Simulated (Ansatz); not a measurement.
# Cu: the cost of one run

Computed with Ansatz 0.2.0 (DFT PBE, scalar-relativistic, plane waves, PAW, unless a step's input says otherwise).

### Step 1. The system as given

The structure is cubic, space group Fm-3m (No. 225). Conventional cell: a = 3.610 Å, b = 3.610 Å, c = 3.610 Å, α = 90.00°, β = 90.00°, γ = 90.00°. Cu (site symmetry m-3m) is surrounded by 12 Cu at 2.55 Å.

As a file:

```
CELL_PARAMETERS angstrom
0.00000 1.80500 1.80500
1.80500 0.00000 1.80500
1.80500 1.80500 0.00000
ATOMIC_POSITIONS crystal
Cu 0.00000 0.00000 0.00000
```

### Step 2. Relaxing cell and atoms: Cu, no spin

File input.yaml:

```yaml
crystal:
  lattice:
    - [0.0, 1.805, 1.805]
    - [1.805, 0.0, 1.805]
    - [1.805, 1.805, 0.0]
  atoms:
    - { symbol: Cu, position: [0.0, 0.0, 0.0] }
scf:
  occupations: { method: gaussian, width: 0.1 }
output:
  forces: true
  stress: true
  eigenvalues: true
  write_density: true
  write_potential: true
  elf: true
  volumetric_format: npy
kpoints:
  mp_grid: { grid: [38, 38, 38] }
hamiltonian:
  xc: pbe
  pseudopotentials: { kind: paw, azcp: { folder: soft_1 } }
relax:
  f_tol: 0.003
  max_steps: 60
  cell: { stress_tol: 0.02 }
```

On the command line:

```
ansatz run input.yaml --threads 8 --pin off --max-ram 16384MiB --backend cpu --events-out ev --progress --plain --runs-dir out
```

Q: Estimate wall time and peak memory on 8 threads of AMD EPYC 9R45 (Zen 5), shared host.

About 4.9 s, with a peak of 0.67 GiB.
